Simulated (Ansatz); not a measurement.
**CuNiCO (element-swapped structure): how the settings move a single-point run**

Method: reference: DFT r2SCAN, plane waves, PAW, scalar-relativistic, no spin polarisation, in Ansatz 0.2.0.

### 1 The system as given

Symmetry: P4/nmm, No. 129, tetragonal system. The conventional cell has a = 3.402 Å, b = 3.402 Å, c = 7.695 Å, α = 90.00°, β = 90.00°, γ = 90.00°. Around Cu (site symmetry -4m2) lie 4 C at 2.08 Å. C (site symmetry 4mm) has 4 Cu at 2.08 Å as nearest neighbours. Ni (site symmetry -4m2) is surrounded by 4 O at 1.79 Å. O (site symmetry 4mm) is surrounded by 4 Ni at 1.79 Å.

As a file:

```
Cu C Ni O
1.0
     3.40187    0.00000    0.00000
     0.00000    3.40187    0.00000
     0.00000    0.00000    7.69491
Cu C Ni O
2 2 2 2
Direct
  0.75000 0.25000 0.50000
  0.25000 0.75000 0.50000
  0.25000 0.25000 0.34420
  0.75000 0.75000 0.65580
  0.25000 0.75000 0.00000
  0.75000 0.25000 0.00000
  0.25000 0.25000 0.92560
  0.75000 0.75000 0.07440
```

### 2 The reference run

Input file input.yaml:

```yaml
crystal:
  lattice:
    - [3.40187107, 0.0, 0.0]
    - [0.0, 3.40187107, 0.0]
    - [0.0, 0.0, 7.69490968]
  atoms:
    - { symbol: Cu, position: [0.75, 0.25, 0.5] }
    - { symbol: Cu, position: [0.25, 0.75, 0.5] }
    - { symbol: C, position: [0.25, 0.25, 0.3442] }
    - { symbol: C, position: [0.75, 0.75, 0.6558] }
    - { symbol: Ni, position: [0.25, 0.75, 0.0] }
    - { symbol: Ni, position: [0.75, 0.25, 0.0] }
    - { symbol: O, position: [0.25, 0.25, 0.9256] }
    - { symbol: O, position: [0.75, 0.75, 0.0744] }
  symmetry: { tolerance: 0.0003 }
kpoints:
  mp_grid: { grid: [5, 5, 3], shift: [0, 0, 0] }
magnetization:
  spin_polarized: false
scf:
  occupations: { method: fermi_dirac }
hamiltonian:
  pseudopotentials: { kind: paw }
  xc: r2scan
basis:
  ecutwfc: 500
output:
  forces: true
  stress: true
  eigenvalues: true
  write_density: true
  write_potential: true
  elf: true
  volumetric_format: npy
```

The run is started by

```bash
> ansatz run input.yaml --threads 1 --pin off --max-ram 2560MiB --backend cpu --events-out ev --progress --plain --runs-dir out
```

Q: Estimate wall time and peak memory on 1 thread of Intel Xeon Platinum 8375C at 2.90GHz (Ice Lake), shared host.

About 9.7 s, with a peak of 0.62 GiB.
